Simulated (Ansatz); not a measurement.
**C2HBF2 (SMILES C#CB(F)F): wB97M-V/def2-SVPD**

Aim: the vertical singlet–triplet gap of C2HBF2 at wB97M-V/def2-SVPD, from 2 runs. 

The results are computed with Ansatz 0.2.0.

36 further runs of the same task are left out: 36 set aside as unsound or not needed.

## 1. Starting point

C2HBF2 has 6 atoms, charge 0, and is taken as a singlet. As SMILES, `C#CB(F)F`. The coordinates come from a PBE0-D4/def2-TZVP relaxation.

Bond lengths: C1–C2 1.203 Å, C2–B3 1.521 Å, B3–F4 1.316 Å, B3–F5 1.316 Å, C1–H6 1.066 Å. Angles: C1–C2–B3 180.0°, C2–B3–F4 121.1°, C2–B3–F5 121.1°, F4–B3–F5 117.8°, C2–C1–H6 180.0°.

## 2. A single-point energy at wB97M-V/def2-SVPD

Input file in.yaml:

```yaml
crystal:
  periodic: [false, false, false]
  atoms:
    - {symbol: C, position_ang: [-0.883700, 0.450800, 1.253400]}
    - {symbol: C, position_ang: [-0.218600, 0.106200, 0.311700]}
    - {symbol: B, position_ang: [0.622000, -0.329200, -0.878400]}
    - {symbol: F, position_ang: [0.153600, -1.179500, -1.766600]}
    - {symbol: F, position_ang: [1.841700, 0.131700, -1.054100]}
    - {symbol: H, position_ang: [-1.473000, 0.756000, 2.087900]}
basis:
  gaussian:
    orbitals: def2-SVPD
hamiltonian:
  xc: {name: wB97M-V}
accuracy: high
total_charge: 0
output: {orbitals: {seedname: orbitals}}
```

Launch:

```console
ansatz run in.yaml --threads 1 --pin off --max-ram 3480MiB --events-out events.jsonl --progress --plain --runs-dir runs
```

Standard output:

```text
Warning: RAYON_NUM_THREADS=1 ignored (pool sized by the plan → 1); use --threads N
Functional definition: wB97M-V
  name "wB97M-V"
  parameter omega = 0.3/bohr
  parameter cx = 0.15
  parameter cx01 = 1.007
  parameter cx10 = 0.259
  parameter css00 = 0.443
  parameter css04 = -1.437
  parameter css10 = -4.535
  parameter css20 = -3.390
  parameter css43 = 4.278
  parameter cos00 = 1.000
  parameter cos10 = 1.358
  parameter cos20 = 2.924
  parameter cos21 = -8.812
  parameter cos60 = -1.390
  parameter cos61 = 9.142
  parameter b = 6.0
  parameter c = 0.01
  gx(w, u) = 1 - cx + cx01*u + cx10*w
  gss(w, u) = css00 + css04*u^4 + css10*w + css20*w^2 + css43*w^4*u^3
  gos(w, u) = cos00 + cos10*w + (cos20 + cos21*u)*w^2 + (cos60 + cos61*u)*w^6
  exchange = spin_sum(e_x_unif_sr(omega)*gx(b97_w, b97_u_x)) + cx*exact_x_sr(omega) + exact_x_lr(omega)
  correlation = spin_sum(e_c_pw_mod_same_spin*gss(b97_w, b97_u_same))
      + integral(e_c_pw_mod_opposite_spin*gos(b97_w_opposite, b97_u_opposite)) + vv10(b, c)
2205 factors; integrals over basis functions are off by at most 3.2e-9 eV
450 factors; integrals over basis functions are off by at most 1.8e-9 eV
mean field evaluation 1: about -8190.2988 eV, gradient 4.1e1 eV
mean field evaluation 2: about -8191.5036 eV, gradient 3.7e1 eV
mean field evaluation 4: about -8193.5709 eV, gradient 1.3e0 eV
mean field evaluation 8: about -8193.6685 eV, gradient 3.0e-2 eV
mean field evaluation 16: about -8193.6685 eV, gradient 3.2e-5 eV
mean field -8193.66850900 eV, -301.1117638377 hartree, gradient 6.7e-8 eV, S^2 0.000000; 0 other end points of the search recorded, 0 dependent functions left out
reference -8193.66851398 eV, -301.1117640206 hartree; 18, 18 occupied and 96, 96 virtual orbitals, 2205 factors
Total energy: -8193.66851398 eV, -301.1117640206 hartree
```

It took 69 s on 1 thread of Arm Neoverse V1, shared host; peak memory 0.64 GiB.

## 3. The triplet, same level

Input file molecule.yaml:

```yaml
crystal:
  periodic: [false, false, false]
  atoms:
    - {symbol: C, position_ang: [-0.883700, 0.450800, 1.253400]}
    - {symbol: C, position_ang: [-0.218600, 0.106200, 0.311700]}
    - {symbol: B, position_ang: [0.622000, -0.329200, -0.878400]}
    - {symbol: F, position_ang: [0.153600, -1.179500, -1.766600]}
    - {symbol: F, position_ang: [1.841700, 0.131700, -1.054100]}
    - {symbol: H, position_ang: [-1.473000, 0.756000, 2.087900]}
basis:
  gaussian:
    orbitals: def2-SVPD
output: {orbitals: {seedname: orbitals}}
magnetization:
  spin_polarized: true
  initial_magnetization: 2
hamiltonian:
  xc: {name: wB97M-V}
accuracy: high
```

Launch:

```console
ansatz run molecule.yaml --threads 1 --pin off --max-ram 3480MiB --events-out events.jsonl --progress --plain --runs-dir runs
```

Standard output, cut to the lines that bear on the results:

```text
Warning: RAYON_NUM_THREADS=1 ignored (pool sized by the plan → 1); use --threads N
[... 2 set-up lines as earlier in the session ...]
[...]
  gx(w, u) = 1 - cx + cx01*u + cx10*w
  gss(w, u) = css00 + css04*u^4 + css10*w + css20*w^2 + css43*w^4*u^3
  gos(w, u) = cos00 + cos10*w + (cos20 + cos21*u)*w^2 + (cos60 + cos61*u)*w^6
[...]
      + integral(e_c_pw_mod_opposite_spin*gos(b97_w_opposite, b97_u_opposite)) + vv10(b, c)
2205 factors; integrals over basis functions are off by at most 3.2e-9 eV
450 factors; integrals over basis functions are off by at most 1.8e-9 eV
[...]
mean field -8188.67676987 eV, -300.9283208081 hartree, gradient 1.7e-8 eV, S^2 2.003441; 2 other end points of the search recorded, 0 dependent functions left out
reference -8188.67677467 eV, -300.9283209848 hartree; 19, 17 occupied and 95, 97 virtual orbitals, 2205 factors
Total energy: -8188.67677467 eV, -300.9283209848 hartree
```

Run time: 6 min. Hardware: 1 thread of Arm Neoverse V1, shared host; peak memory 1.1 GiB.

## 4. Summary of results

Level: wB97M-V/def2-SVPD.

| quantity | value |
| --- | --- |
| singlet: total energy | -301.11176 Eh |
| singlet: HOMO energy | -11.29 eV |
| singlet: LUMO energy | 0.59 eV |
| singlet: HOMO–LUMO gap | 11.88 eV |
| triplet: total energy | -300.92832 Eh |
| triplet: HOMO energy (highest over α and β) | -6.50 eV |
| triplet: LUMO energy (lowest over α and β) | -4.00 eV |
| triplet: ⟨S²⟩ | 2.003 |
| vertical energy of the triplet above the singlet | 4.992 eV |

At this shape the triplet lies 4.99 eV (115 kcal/mol) above the singlet.
